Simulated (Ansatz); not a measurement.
Predict the output of the script below (the Ansatz DFT code, driven from Python).

`dimer.py`
```python
import ansatz

BASIS_SET = "def2-SVPD"
LEVEL = "MP2"

FIRST = [
    ("O", (-1.7888, -0.9327, -0.2814)),
    ("C", (-0.6575, -0.9509, 0.0102)),
    ("Si", (0.3517, 0.605, -0.0161)),
    ("H", (-0.073, -1.8705, 0.2961)),
    ("H", (0.4672, 1.2173, -1.3709)),
    ("H", (-0.1088, 1.6441, 0.9578)),
    ("H", (1.8095, 0.2876, 0.4042)),
]
SECOND = [
    ("O", (1.6246, 0.8772, -3.4045)),
    ("C", (1.5918, -0.1084, -4.0312)),
    ("Si", (3.1338, -0.7895, -4.8049)),
    ("H", (0.6652, -0.7099, -4.2517)),
    ("H", (3.7403, 0.1167, -5.822)),
    ("H", (4.182, -1.1937, -3.8158)),
    ("H", (2.7978, -2.09, -5.5785)),
]

def energy(atoms, ghosts=()):
    molecule = ansatz.Crystal.molecule()
    for symbol, xyz in atoms:
        molecule = molecule.atom(symbol, xyz)
    calc = (
        molecule.calculation()
        .basis(gaussian=BASIS_SET)
        .correlation(LEVEL)
    )
    deck = calc.input()
    if ghosts:
        deck = deck.set(ansatz.key.basis.gaussian.ghost_atoms, [{"symbol": s, "position_ang": list(xyz)} for s, xyz in ghosts])
    return ansatz.Session.from_dict(deck).plan().execute().report["free_energy_ev"]


def main() -> None:
    both = energy(FIRST + SECOND)
    alone = energy(FIRST) + energy(SECOND)
    ghosted = energy(FIRST, SECOND) + energy(SECOND, FIRST)
    print(f"dimer {both:.6f} eV")
    print(f"interaction, uncorrected   {23.060548 * (both - alone):8.3f} kcal/mol")
    print(f"interaction, counterpoise  {23.060548 * (both - ghosted):8.3f} kcal/mol")
    print(f"basis-set superposition    {23.060548 * (alone - ghosted):8.3f} kcal/mol")


if __name__ == "__main__":
    main()
```

```console
$ python dimer.py
dimer -21998.005445 eV
interaction, uncorrected     -0.653 kcal/mol
interaction, counterpoise     0.780 kcal/mol
basis-set superposition       1.433 kcal/mol
```

Uncorrected it is -0.653 kcal/mol, with the counterpoise correction 0.780 kcal/mol; the difference, 1.43 kcal/mol, is the superposition error. The sign changes with the correction, so this basis doesn't settle it.

What to keep in mind:
- Total energies depend on the basis set; only differences at equal settings carry meaning.
- The dimer is a generated trial pose of unrelaxed monomers, not a minimum, so the figure is no binding energy, and the basis set is small.
- Finished in 32 s on 1 thread of Intel(R) Xeon(R) Processor @ 2.30GHz, on a shared host, peak memory 0.62 GiB.
